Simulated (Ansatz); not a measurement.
**Ti4O5: a relaxation**

The task: find the equilibrium cell of Ti4O5.

Program: Ansatz 0.2.0. Level of theory: DFT PBEsol, scalar-relativistic, plane waves, PAW. These are calculated values, not measurements.

## 1. Starting point

The structure is tetragonal, space group I4/m (No. 87). Conventional cell: a = 6.612 Å, b = 6.612 Å, c = 4.151 Å, α = 90.00°, β = 90.00°, γ = 90.00°. Ti (site symmetry m) has 6 O at 2.01 to 2.14 Å in its first shell of neighbours. O (site symmetry m) has 5 Ti at 2.08 to 2.14 Å in its first shell of neighbours. O (site symmetry 4/m) has 4 Ti at 2.01 Å in its first shell of neighbours.

Structure file:

```cif
data_structure
_symmetry_space_group_name_H-M 'P 1'
_symmetry_Int_Tables_number 1
_cell_length_a 5.1155
_cell_length_b 5.1155
_cell_length_c 5.1155
_cell_angle_alpha 99.473
_cell_angle_beta 99.473
_cell_angle_gamma 132.132
_cell_volume 90.74
loop_
_atom_site_label
_atom_site_type_symbol
_atom_site_fract_x
_atom_site_fract_y
_atom_site_fract_z
_atom_site_occupancy
Ti1 Ti 0.60870 0.21655 0.82525 1
Ti2 Ti 0.21655 0.39130 0.60785 1
Ti3 Ti 0.78345 0.60870 0.39215 1
Ti4 Ti 0.39130 0.78345 0.17475 1
O1 O 0.90887 0.31075 0.21962 1
O2 O 0.31075 0.09113 0.40188 1
O3 O 0.68925 0.90887 0.59812 1
O4 O 0.09113 0.68925 0.78038 1
O5 O 0.50000 0.50000 0.00000 1
```

The structure comes from the Materials Project (structure only).

(A quick probe on a coarse mesh, which set the mesh and smearing, is not shown.)

## 3. Full relaxation

File input.yaml:

```yaml
crystal:
  lattice:
    - [-3.3061679222, 3.3061679222, 2.0752854791]
    - [3.3061679222, -3.3061679222, 2.0752854791]
    - [3.3061679222, 3.3061679222, -2.0752854791]
  atoms:
    - { symbol: Ti, position: [0.60869752, 0.21654752, 0.82524503] }
    - { symbol: Ti, position: [0.21654752, 0.39130248, 0.60785] }
    - { symbol: Ti, position: [0.78345248, 0.60869752, 0.39215] }
    - { symbol: Ti, position: [0.39130248, 0.78345248, 0.17475497] }
    - { symbol: O, position: [0.90887014, 0.31074964, 0.21961978] }
    - { symbol: O, position: [0.31074964, 0.09112985, 0.40187949] }
    - { symbol: O, position: [0.68925036, 0.90887014, 0.59812051] }
    - { symbol: O, position: [0.09112985, 0.68925036, 0.78038022] }
    - { symbol: O, position: [0.5, 0.5, 0.0] }
basis:
  ecutwfc: 420
kpoints:
  mp_grid: { grid: [10, 10, 10] }
hamiltonian:
  xc: pbesol
scf:
  occupations: { method: gaussian, width: 0.1 }
output:
  forces: true
  stress: true
  eigenvalues: true
  write_density: true
  write_potential: true
  elf: true
  volumetric_format: npy
relax:
  adjacent_minimum: "off"
  f_tol: 0.005
  max_steps: 80
  cell: { stress_tol: 0.05 }
```

Launch:

```sh
$ ansatz run input.yaml --threads 2 --pin off --max-ram 5120MiB --backend cpu --events-out ev --progress --plain --runs-dir out
```

Before running it: what results should come out? Wanted: relaxed cell; volume; formation energy; gap on the mesh.

The runs gave:

```
                                                               quantity                                                                      value
                                            relaxed cell (conventional)  a = 6.544 Å, b = 6.544 Å, c = 4.123 Å, α = 90.00°, β = 90.00°, γ = 90.00°
                                                   space group (0.01 Å)                                                              I4/m (No. 87)
                                                                 volume                                                               9.81 Å³/atom
formation energy (elements from runs with the same settings, not shown)                                                              -2.85 eV/atom
                                                        gap on the mesh                                                               none (metal)
```

In words: Relaxation lowered the volume by 2.7 %. A spin-polarised run here lost its starting moments, which speaks against magnetism, though one start doesn't rule it out.
